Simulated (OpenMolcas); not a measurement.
# B97-D (no dispersion term)/3-21G run of CH3BF2 (borane,difluoromethyl)

Wanted: a geometry optimisation of CH3BF2 (borane,difluoromethyl). 

The results are computed with OpenMolcas 26.06.

7 further runs of the same task are left out: 7 set aside as unsound or not needed.

## Step 1: The system as given

CH3BF2 has 7 atoms, charge 0, and is taken as a singlet. SMILES: `CB(F)F`. All atoms were displaced at random from a relaxed shape. The run starts from this shape.

Bond lengths: C1–B2 1.544 Å, B2–F3 1.471 Å, B2–F4 1.360 Å, C1–H5 1.136 Å, C1–H6 1.097 Å, C1–H7 1.049 Å. Angles: C1–B2–F3 128.6°, C1–B2–F4 119.7°, F3–B2–F4 111.6°, B2–C1–H5 102.3°, B2–C1–H6 115.3°, B2–C1–H7 112.1°, H5–C1–H6 108.7°, H5–C1–H7 106.6°, H6–C1–H7 111.0°.

## Step 2: A geometry optimisation at B97-D (no dispersion term)/3-21G

Contents of job.input:

```
* CH3BF2 Kohn-Sham DFT

&GATEWAY
  Coord
  7
  angstrom
  C       -0.171773       0.684059      -0.129537
  B        0.117225      -0.817673       0.083156
  F        0.721086      -1.479193       1.250310
  F       -0.281745      -1.719603      -0.853045
  H        0.169977       1.137660       0.853829
  H        0.384094       1.157280      -0.947727
  H       -1.199434       0.881003      -0.209356
  Basis
  3-21G
  Group
  NoSym
>>> EXPORT MOLCAS_MAXITER=50
>>> Do While

&SEWARD

&SCF
  KSDFT
  GGA_XC_B97_D
  PrOrbitals
  0

&SLAPAF
  NoLine
>>> EndDo
```

Command:

```console
$ export MOLCAS_MEM=1860
$ pymolcas job.input > job.log
```

**Question.** What will come out? Wanted: total energy at the end; dipole moment; HOMO energy; LUMO energy; HOMO–LUMO gap.

Computed results:

At B97-D (no dispersion term)/3-21G:

| quantity | value |
| --- | --- |
| total energy at the end | -263.01310 Eh |
| dipole moment | 1.76 D |
| HOMO energy | -8.36 eV |
| LUMO energy | -0.39 eV |
| HOMO–LUMO gap | 7.98 eV |

**Reading.** At the final geometry: Bond lengths: C1–B2 1.569 Å, B2–F3 1.365 Å, B2–F4 1.367 Å, C1–H5 1.099 Å, C1–H6 1.105 Å, C1–H7 1.104 Å. Angles: C1–B2–F3 123.5°, C1–B2–F4 122.2°, F3–B2–F4 114.3°, B2–C1–H5 112.7°, B2–C1–H6 110.5°, B2–C1–H7 110.8°, H5–C1–H6 108.1°, H5–C1–H7 108.3°, H6–C1–H7 106.1°. The optimisation took 6 steps and changed the energy by -0.398 eV.
